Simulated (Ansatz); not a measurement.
# AlClFH₃O₄Si: up Jacob's ladder to CCSD(T)

How much do the methods differ for AlClFH₃O₄Si? The plan is to run it at one geometry with functionals of several rungs and with coupled cluster, and see how far each lands from CCSD(T) at the basis-set limit for the atomisation energy.

The runs use Ansatz 0.2.0, Gaussian basis; functionals in def2-TZVPP, the program's frozen cores in correlated methods.

Levels to be run: LDA (SPW92), PBE-D4, revPBE-D4, BLYP-D4, r2SCAN-D4, B97M-V, PBE0-D4, B3LYP-D4, r2SCANh-D4, r2SCAN0-D4, HSE06-D4, BHLYP-D4, CAM-B3LYP-D4, LC-ωPBE, ωB97X-V, ωB97M-V, B2PLYP, PBE-QIDH; CCSD(T)/def2-SVP; CCSD(T)/def2-TZVPP; MP2/def2-QZVPP; extrapolation to the limit; RPA on PBE.

## (1) The geometry

All runs share one geometry, relaxed beforehand with PBE0-D4 in a triple-zeta def2 set.

11 atoms, charge 0, spin multiplicity 1.

Atoms are counted from 1 here; the program's logs count them from 0.

Bond lengths: O1–Si2 1.628 Å, O1–H9 0.958 Å, Si2–O3 1.633 Å, Si2–O4 1.630 Å, Si2–O5 1.617 Å, O3–H10 0.958 Å, O4–H11 0.958 Å, O5–Al6 1.666 Å, Al6–F7 1.636 Å, Al6–Cl8 2.068 Å. Angles: Si2–O1–H9 116.6°, O1–Si2–O3 105.8°, O1–Si2–O4 108.5°, O1–Si2–O5 114.0°, O3–Si2–O4 114.5°, O3–Si2–O5 109.7°, O4–Si2–O5 104.6°, Si2–O3–H10 117.6°, Si2–O4–H11 117.1°, Si2–O5–Al6 151.7°, O5–Al6–F7 118.6°, O5–Al6–Cl8 122.8°, F7–Al6–Cl8 118.5°.

## (2) LDA

This LDA is Slater exchange with PW92 correlation.

Contents of in.yaml:

```yaml
crystal:
  periodic: [false, false, false]
  atoms:
    - {symbol: O, position_ang: [-0.806670, 1.350403, -1.281311]}
    - {symbol: Si, position_ang: [0.323752, 0.368577, -0.642195]}
    - {symbol: O, position_ang: [1.718439, 1.217741, -0.671194]}
    - {symbol: O, position_ang: [0.355653, -1.014755, -1.503997]}
    - {symbol: O, position_ang: [0.004731, -0.101791, 0.872070]}
    - {symbol: Al, position_ang: [-0.822212, -1.038355, 1.974586]}
    - {symbol: F, position_ang: [-0.048705, -1.515716, 3.334390]}
    - {symbol: Cl, position_ang: [-2.805107, -1.572483, 1.728600]}
    - {symbol: H, position_ang: [-0.658174, 2.292319, -1.188274]}
    - {symbol: H, position_ang: [2.447776, 0.890750, -0.143355]}
    - {symbol: H, position_ang: [0.355916, -0.933788, -2.458523]}
basis:
  gaussian: {orbitals: def2-TZVPP}
hamiltonian: {xc: lda}
output: {orbitals: {seedname: orbitals}}
```

Started as:

```
$ ansatz run in.yaml --threads 2 --pin off --events-out ev --progress --plain --max-ram 32768MiB --backend cpu
```

After this run come: PBE-D4 (GGA); revPBE-D4 (GGA); BLYP-D4 (GGA); r2SCAN-D4 (meta-GGA); B97M-V (meta-GGA); PBE0-D4 (hybrid); B3LYP-D4 (hybrid); r2SCANh-D4 (hybrid); r2SCAN0-D4 (hybrid); HSE06-D4 (hybrid); BHLYP-D4 (hybrid); CAM-B3LYP-D4 (range-separated); LC-ωPBE (range-separated); ωB97X-V (range-separated); ωB97M-V (range-separated); B2PLYP (double hybrid); PBE-QIDH (double hybrid); CCSD(T) in def2-SVP; CCSD(T) in def2-TZVPP; MP2 in def2-QZVPP; RPA on PBE orbitals.

**Question.** What will the summary of the whole plan be? Wanted: atomisation energy, CCSD(T)/CBS; farthest beyond LDA; mean size of error, GGA; mean size of error, meta-GGA; mean size of error, hybrid; mean size of error, range-separated; mean size of error, double hybrid; gap, smallest and largest; T1 diagnostic.

As calculated:

```
                               quantity                                      value
        atomisation energy, CCSD(T)/CBS                              4810.0 kJ/mol
 functionals within 24.0 kJ/mol (0.5 %)                                     PBE-D4
                    farthest beyond LDA                   BHLYP-D4 (-274.1 kJ/mol)
                mean size of error, GGA                                80.9 kJ/mol
           mean size of error, meta-GGA                                34.0 kJ/mol
             mean size of error, hybrid                               141.5 kJ/mol
    mean size of error, range-separated                                48.0 kJ/mol
      mean size of error, double hybrid                               106.1 kJ/mol
              gap, smallest and largest  5.51 eV (LDA (SPW92)), 13.31 eV (LC-ωPBE)
                          T1 diagnostic                                     0.0114
triples share of the correlation energy                                      3.4 %
```

What this shows: LDA overbinds by 662.7 kJ/mol (14 %). PBE-D4 misses by -2.6 kJ/mol. Double hybrids carry the basis error of their MP2 part in triple zeta, and no dispersion term here, so their miss is partly the set-up's. By mean error the best rung here is meta-GGA (34.0 kJ/mol) and the worst beyond LDA is hybrid (141.5 kJ/mol). The mean of the hybrids holds BHLYP, with half exact exchange. Misses under about 24.0 kJ/mol are within the doubt on the reference itself, which lacks core-valence correlation, relativity and higher excitations. Hartree-Fock recovers 71 % of the binding; the rest is correlation. CCSD(T) in def2-SVP is off by -452.6 kJ/mol, so the small basis spoils what the method gains. Orbital gaps span 5.5 to 13.3 eV; exact exchange widens them.
